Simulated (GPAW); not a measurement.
Wanted: an ASE script for a GPAW 26.7.0 run.

```
Task                : single point
Functional          : RPBE
Potentials or basis : the program's PAW data sets (release 1.2.1) made for this functional
Cutoff              : 500 eV
Basis               : pw
k mesh              : 6 × 6 × 6
Occupations         : fermi-dirac, width 0.05 eV
Spin                : no spin polarisation
Maxiter             : 120
Convergence         : default
```

BiTe:

```
CELL_PARAMETERS angstrom
2.42271 1.39875 3.31729
-2.42271 1.39875 3.31729
0.00000 -2.79750 3.31729
ATOMIC_POSITIONS crystal
Bi 0.50000 0.50000 0.50000
Te 0.00000 0.00000 0.00000
```

The cell comes from a database or a generator and needn't be the stable form of this composition.

The input as run:

run.py

```python
from ase import Atoms
from ase.dft.bandgap import bandgap
from ase.io import write
from ase.units import GPa
from gpaw import GPAW, PW

atoms = Atoms(['Bi', 'Te'],
              cell=[[2.4227077728, 1.3987509848, 3.3172919545],
                    [-2.4227077728, 1.3987509848, 3.3172919545],
                    [0.0, -2.7975019696, 3.3172919545]],
              scaled_positions=[[0.5, 0.5, 0.5],
                                [0.0, 0.0, 0.0]],
              pbc=True)

calc = GPAW(mode=PW(500),
            xc='RPBE',
            kpts={'size': (6, 6, 6), 'gamma': True},
            occupations={'name': 'fermi-dirac', 'width': 0.05},
            nbands=20,
            maxiter=120,
            txt='gpaw.txt')
atoms.calc = calc
energy = atoms.get_potential_energy()
forces = atoms.get_forces()
stress = atoms.get_stress()
calc.write('gs.gpw')
write('result.traj', atoms)
print(f'Energy: {energy:.6f} eV')
print('Forces (eV/A):')
print(forces.round(4))
print('Stress (GPa):', (stress / GPa).round(3))
print('Fermi level:', round(calc.get_fermi_level(), 4), 'eV')
print(f'Gap: {bandgap(calc)[0]:.4f} eV, direct: {bandgap(calc, direct=True)[0]:.4f} eV')
```

Potentials or basis: the program's PAW data sets (release 1.2.1) made for this functional, pw.

Command:

```sh
$ OMP_NUM_THREADS=1 python run.py
```

Results of the run:

* Pressure: 1.0 GPa
* Band gap on the k mesh: none (metal or under the smearing width)

Caveat: the cutoff is short for stress and forces, so pressures can be off by a GPa or more; spin-orbit coupling is left out, which moves the levels of the heavy elements.

It took 22 s on 1 thread of Arm Neoverse V1 (shared host), peak memory 0.16 GiB.
